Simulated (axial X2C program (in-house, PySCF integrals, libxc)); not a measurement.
# A two-component session on HfS⁻: EOM-EA-CCSD levels

Aim: EOM-EA-CCSD levels of HfS⁻, with spin–orbit coupling in the Hamiltonian from the start.

Computed with an in-house X2C program for linear molecules on PySCF integrals. Level: two-component X2C with atomic mean-field terms, Hf dyall-acv3z, S dyall-av3z.

All values are calculated.

## 1. Input

File task.json:

```json
{"zs": [72, 16], "q": -1, "bas": ["dyall-acv3z", "dyall-av3z"], "r0": 2.22, "eom": "ea", "thr": -2.0, "nmax": 92, "grid": [1, 0.96, 1.045, 0.92, 1.09, 1.15], "rq": 0}
```

Keys: zs atomic numbers; q charge; bas basis sets; r0 starting distance in Å; eom kind of EOM run; thr threshold in hartree for freezing inner shells (an s shell follows its p shell); nmax most natural virtual spinors; grid distances as factors.

The run is started by

```
$ python soeom.py task.json out
```

After this run come: EOM-EA-CCSD at 2.151 Å.

Before running it: what results should come out? Wanted: next root led by one particle; T1 of the reference.

The runs gave:

```
                     quantity                            value
       lowest root at 2.151 Å                Ω = 1/2, 0.669 eV
next root led by one particle  Ω = 3/2, about 1640 cm⁻¹ higher
          T1 of the reference                            0.023
```

**Reading.** The added electron is bound by 0.67 eV in a spinor of 45% Hf pπ, 27% Hf dπ, 10% Hf pσ. Errors of 0.1 to 0.3 eV are usual at this size, and roots led by higher excitations are left out, so the list is incomplete, and low states of that kind can be missing.
